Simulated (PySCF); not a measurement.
**TaNH: structure of the doublet**

Where does doublet TaNH go from a bent start, is the end point a minimum, and what are its modes, charges and moments?

Computed with PySCF 2.14.0. Level: PBE0, basis Ta def2-TZVP with ECP60, N def2-TZVP, H def2-TZVP, scalar-relativistic core potentials, no spin–orbit coupling, density fitting.

## Step 1: The starting structure

3 atoms, charge 0, spin multiplicity 2.

Bond lengths: Ta1–N2 1.860 Å, Ta1–H3 1.780 Å. Angles: N2–Ta1–H3 110.0°.

Z-matrix (Å, degrees; charge 0 multiplicity 2):
```
Ta
N  1 1.8600
H  1 1.7800 2 110.00
```

## Step 2: The SCF at the typed geometry

The steps below are one call of a driver around PySCF. For each, scf.py gives the equivalent set-up of the SCF; relaxations use the driver's own optimiser. After this first run the driver tries any further starts and a stability analysis.

File scf.py:

```python
from pyscf import gto, scf, dft
mol = gto.M(atom='''
Ta     0.000000     0.000000     0.000000
N     -1.523600     0.000000     1.066900
H      1.458100     0.000000     1.021000''',
    basis={'Ta': 'def2-TZVP', 'N': 'def2-TZVP', 'H': 'def2-TZVP'},
    ecp={'Ta': 'def2-TZVP'},
    charge=0, spin=1)
mf = dft.UKS(mol, xc='PBE0')
mf.grids.atom_grid = (50, 194)
aux = {'Ta': 'def2-universal-JKFIT', 'N': 'def2-universal-JKFIT', 'H': 'def2-universal-JKFIT'}
mf = mf.density_fit(auxbasis=aux)
mf.conv_tol = 1e-08
mf.diis_space = 10
mf.max_cycle = 60
mf.init_guess = 'minao'
mf.verbose = 4
mf.kernel()
```

Run with:

```sh
> OMP_NUM_THREADS=2 python axn.py task.json out
```

After this run come: Bent start, doublet: relaxation; Vibrations and properties at this point.

**Question.** What will these runs give? Wanted: minimum; geometry; wavenumbers; dipole moment; highest occupied, lowest empty level; polar-tensor charge of Ta1; zero-point energy; atomisation energy; ⟨S²⟩.

**Answer**, as computed:

| quantity | value |
| --- | --- |
| minimum | doublet, Cs |
| geometry | Ta–H 1.770 Å, Ta–N 1.679 Å; H–Ta–N 97.5° |
| wavenumbers (cm⁻¹) | 619 (a'), 1107 (a'), 1860 (a') |
| dipole moment | 5.18 D |
| highest occupied, lowest empty level (either spin) | -6.05, -2.75 eV |
| polar-tensor charge of Ta1 | +0.97 e |
| zero-point energy | 21.4 kJ/mol |
| entropy at 298.15 K | 266.0 J/(mol K) |
| atomisation energy (no zero-point energy) | 875 kJ/mol |
| ⟨S²⟩ | 0.762 |

The bent start keeps its Cs symmetry and ends in a minimum. In the infrared the band at 1860 cm⁻¹ (a', stretch) leads. With 5.2 D the molecule is strongly polar. Most of the spin sits on Ta1 (Mulliken spin 1.18, against 1 for the whole molecule). Other starts or spin states, not run here, may lie lower. One determinant may miss the lowest occupation of an open d or f shell. Spin–orbit coupling, left out here, can matter for elements this heavy.
